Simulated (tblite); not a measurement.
# C4H11BrO2Si: the cost of one run

Programs: tblite 0.8.0 and PySCF 2.14.0, with density-fitted response routines of our own. Each step states its level of theory. These are calculated values for one molecule in the gas phase, unless marked as measured. Atoms count from 0, in the outputs and in this text.

### Step 1. Starting geometry

19 atoms, charge 0, multiplicity 1; geometry from: force field or distance geometry start.

Bonds of the start (Å): C0–C1 1.51, C1–C2 1.48, C2–O3 1.41, C1–O4 1.39, O4–Si5 1.69, Si5–C6 1.87, C6–Br7 1.94, C0–H8 1.10, C0–H9 1.11, C0–H10 1.12, C1–H11 1.11, C2–H12 1.13, C2–H13 1.11, O3–H14 1.00, Si5–H15 1.49, Si5–H16 1.47, C6–H17 1.10, C6–H18 1.13.

### Step 2. Geometry optimisation with GFN2-xTB

Job settings and geometry (Å):

```
{"job": {"kind": "relax", "xc": "GFN2-xTB", "basis": "xTB"}, "charge": 0, "multiplicity": 1}
C     -1.820700    -1.305600     0.641100
C     -0.769900    -0.384700     0.057100
C     -1.476700     0.837800    -0.399000
O     -2.442700     0.432700    -1.344000
O      0.199200    -0.052600     1.003500
Si     1.779500    -0.451900     0.539200
C      2.895200     1.034200     0.292300
Br     4.684900     0.455500    -0.200300
H     -1.884500    -1.200300     1.731100
H     -1.673400    -2.347900     0.300500
H     -2.816000    -0.993600     0.221200
H     -0.269600    -0.872000    -0.807000
H     -1.969700     1.336500     0.485200
H     -0.844400     1.582600    -0.919800
H     -3.115500     1.152300    -1.509600
H      2.386000    -1.303400     1.596700
H      1.698500    -1.193600    -0.728800
H      2.446300     1.632100    -0.519100
H      2.983600     1.651000     1.231900
```

Command:

```
> OMP_NUM_THREADS=1 python probes_run.py task.json out
```

The driver reads the jobs from task.json and runs them one after another.

Q: Estimate the wall time and peak memory of this first job on 1 thread of Arm Neoverse N1, shared host.

About 2.3 s, with a peak of 0.18 GiB.
